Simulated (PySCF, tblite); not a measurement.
# C₂F₅O₃S−: infrared bands and NMR shifts

What infrared bands and NMR shifts should C₂F₅O₃S− (`O=S(=O)([O-])C(F)(F)C(F)(F)F`) show?

Programs: tblite 0.8.0 and PySCF 2.14.0, with density-fitted response routines of our own. Each step states its level of theory. These are calculated values for one molecule in the gas phase, unless marked as measured. Atoms count from 0, in the outputs and in this text.

## (1) The starting structure

11 atoms, charge -1, multiplicity 1; geometry from: GFN2-xTB.

Bonds of the start (Å): O0–S1 1.44, S1–O2 1.44, S1–O3 1.44, S1–C4 1.90, C4–F5 1.36, C4–F6 1.36, C4–C7 1.51, C7–F8 1.33, C7–F9 1.36, C7–F10 1.33.

## (2) Harmonic vibrations with GFN2-xTB

Job settings and geometry (Å):

```
{"job": {"kind": "ir", "xc": "GFN2-xTB", "basis": "xTB"}, "charge": -1, "multiplicity": 1}
O      1.418718    -1.328305     0.947374
S      1.545324    -0.110179     0.185383
O      1.727819    -0.275537    -1.236025
O      2.316120     0.940567     0.801035
C     -0.225242     0.581038     0.268492
F     -0.291382     1.789397    -0.342599
F     -0.589507     0.782736     1.558652
C     -1.210033    -0.361504    -0.387072
F     -0.964417    -0.532541    -1.682972
F     -2.498524     0.077612    -0.325927
F     -1.223451    -1.560612     0.187696
```

**Question.** This job is followed by: GIAO PBE0/pcSseg-1 NMR shielding, non-relativistic, gas phase. What will the session give for the following? strongest single infrared mode (GFN2-xTB); zero-point energy (GFN2-xTB); 13C shifts against TMS (PBE0/pcSseg-1); 17O shifts against H2O (PBE0/pcSseg-1, means over atoms taken as alike); 33S shifts against CS2 (PBE0/pcSseg-1); 19F shifts against CFCl3 (PBE0/pcSseg-1, means over atoms taken as alike).

As calculated:

| quantity | value |
| --- | --- |
| strongest single infrared mode (GFN2-xTB) | 1227 cm⁻¹, 663 km/mol |
| zero-point energy (GFN2-xTB) | 22.8 kcal/mol |
| 13C shifts against TMS (PBE0/pcSseg-1) | 130.2, 121.5 ppm |
| 17O shifts against H2O (PBE0/pcSseg-1, means over atoms taken as alike) | 223.5 ppm |
| 33S shifts against CS2 (PBE0/pcSseg-1) | 312 ppm |
| 19F shifts against CFCl3 (PBE0/pcSseg-1, means over atoms taken as alike) | -89.2, -152.1 ppm |

In words: The lowest mode is imaginary (34i cm⁻¹), so the xTB geometry is not a minimum. Unscaled tight-binding wavenumbers are off by several per cent, some by more. Its intensities can rank the bands wrongly. At PBE0/pcSseg-1: Shielding is most anisotropic at S1 (span 197 ppm, paramagnetic term -859 ppm).
